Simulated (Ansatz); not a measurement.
**Al₂H₃LiS: functionals against CCSD(T) at one geometry**

One table from this session's results is given with a row withheld; the runs are named, their logs left out.

Computed with Ansatz 0.2.0, Gaussian basis. Level: single points in def2-TZVPP.

Correlated methods freeze the cores. The outer core shell of Li, Na, Mg and K is correlated.

### Where the work starts

SMILES `[Li][S][AlH][AlH2]`, 7 atoms, charge 0, spin multiplicity 1.

Atoms are counted from 1 here; the program's logs count them from 0.

Bond lengths: Li1–S2 2.374 Å, S2–Al3 2.137 Å, Al3–Al4 2.454 Å, Al3–H5 1.693 Å, Al4–H6 1.617 Å, Al4–H7 1.561 Å. Angles: Li1–S2–Al3 154.8°, S2–Al3–Al4 106.9°, S2–Al3–H5 112.9°, Al4–Al3–H5 140.1°, Al3–Al4–H6 127.0°, Al3–Al4–H7 128.5°, H6–Al4–H7 104.4°.

Geometry (Å):

```mol
Al2H3LiS
  3D, bonds by distance, orders not assigned

  7  6  0  0  0  0  0  0  0  0999 V2000
    0.2492   -3.0971    2.9756 Li  0  0
   -0.0939   -1.2979    1.4646 S   0  0
    0.2749    0.6460    0.6583 Al  0  0
   -0.3259    0.5598   -1.7194 Al  0  0
    0.9518    1.7092    1.7883 H   0  0
   -0.7226   -0.7527   -2.5757 H   0  0
   -0.4828    1.7427   -2.7260 H   0  0
  1  2  8  0
  2  3  8  0
  3  4  8  0
  3  5  8  0
  4  6  8  0
  4  7  8  0
M  END
```

The first run:

Contents of run/in.yaml:

```yaml
crystal:
  periodic: [false, false, false]
  atoms:
    - {symbol: Li, position_ang: [0.249200, -3.097100, 2.975600]}
    - {symbol: S, position_ang: [-0.093900, -1.297900, 1.464600]}
    - {symbol: Al, position_ang: [0.274900, 0.646000, 0.658300]}
    - {symbol: Al, position_ang: [-0.325900, 0.559800, -1.719400]}
    - {symbol: H, position_ang: [0.951800, 1.709200, 1.788300]}
    - {symbol: H, position_ang: [-0.722600, -0.752700, -2.575700]}
    - {symbol: H, position_ang: [-0.482800, 1.742700, -2.726000]}
basis:
  gaussian: {orbitals: def2-TZVPP}
correlation: {method: ccsd_t}
output: {forces: true}
```

No record of the launch command was kept for these runs.

Steps of the session up to this table: CCSD(T)/def2-TZVPP; PBE0-D4/def2-TZVPP; wB97M-V/def2-TZVPP; r2SCAN-D4/def2-TZVPP; PBE-D4/def2-TZVPP; r2SCANh-D4/def2-TZVPP; CAM-B3LYP-D4/def2-TZVPP.

One of the session's tables, all rows but one given; the rest of the session is left out.

| method | RMS force component (eV/Å) | angle to CCSD(T) forces (°) | dipole (D) |
| --- | --- | --- | --- |
| CCSD(T) | 0.747 | reference | 9.56 |
| PBE0-D4 | 0.719 | 3.6 | 9.40 |
| wB97M-V | 0.715 | 4.1 | 9.28 |
| r2SCAN-D4 | 0.705 | 2.1 | 9.66 |
| PBE-D4 | 0.686 | 8.5 | 9.39 |
| r2SCANh-D4 | ? | ? | ? |
| CAM-B3LYP-D4 | 0.745 | 5.0 | 9.22 |

**Question.** Estimate the row for r2SCANh-D4.

**Answer.** RMS force component (eV/Å): 0.717; angle to CCSD(T) forces (°): 2.5; dipole (D): 9.61. In the column «RMS force component (eV/Å)» it lies between wB97M-V (0.715) and PBE0-D4 (0.719).
